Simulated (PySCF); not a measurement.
# C5H7FO2Si: the cost of one run

Programs: PySCF 2.14.0, with density-fitted response routines of our own. Each step states its level of theory. These are calculated values for one molecule in the gas phase, unless marked as measured. Atoms count from 0, in the outputs and in this text.

## Step 1: The molecule as given

16 atoms, charge 0, multiplicity 1; geometry from: GFN2-xTB.

Bonds of the start (Å): O0–C1 1.21, C1–O2 1.34, C1–C3 1.44, C3–C4 1.31, C4–C5 1.50, C5–C6 1.51, C6–Si7 1.90, Si7–F8 1.62, C5–C3 1.51, O2–H9 0.97, C4–H10 1.06, C5–H11 1.09, C6–H12 1.09, C6–H13 1.09, Si7–H14 1.45, Si7–H15 1.46.

## Step 2: Excited states and response: wB97X-D/def2-SVPD

What the job is given:

```
{"job": {"kind": "uv", "xc": "wB97X-D", "basis": "def2-SVPD", "nstates": 8, "ntriplets": 3}, "charge": 0, "multiplicity": 1}
O      1.439967     1.975115    -0.570423
C      1.932505     0.990340    -0.077190
O      3.248928     0.881789     0.171655
C      1.206188    -0.198131     0.306961
C      1.167998    -1.491374     0.521196
C     -0.146494    -0.781940     0.616512
C     -1.192893    -0.930244    -0.466798
Si    -2.216390     0.661413    -0.684070
F     -3.076239     0.819996     0.674554
H      3.703896     1.695813    -0.096770
H      1.670248    -2.428291     0.518707
H     -0.560557    -0.589777     1.602277
H     -1.854124    -1.762816    -0.212236
H     -0.700723    -1.190307    -1.404860
H     -1.405178     1.857589    -0.775213
H     -3.224731     0.499768    -1.723325
```

Method: TDDFT wB97X-D/def2-SVPD, vertical, gas phase, core orbitals frozen in the response.

The run is started by

```bash
$ OMP_NUM_THREADS=1 python probes_run.py task.json out
```

This one command runs all jobs of the session in turn.

**Question.** How long does this job take on 1 thread of Arm Neoverse N1, shared host, and how much memory does it need?

About 2.4 min, with a peak of 1.1 GiB.
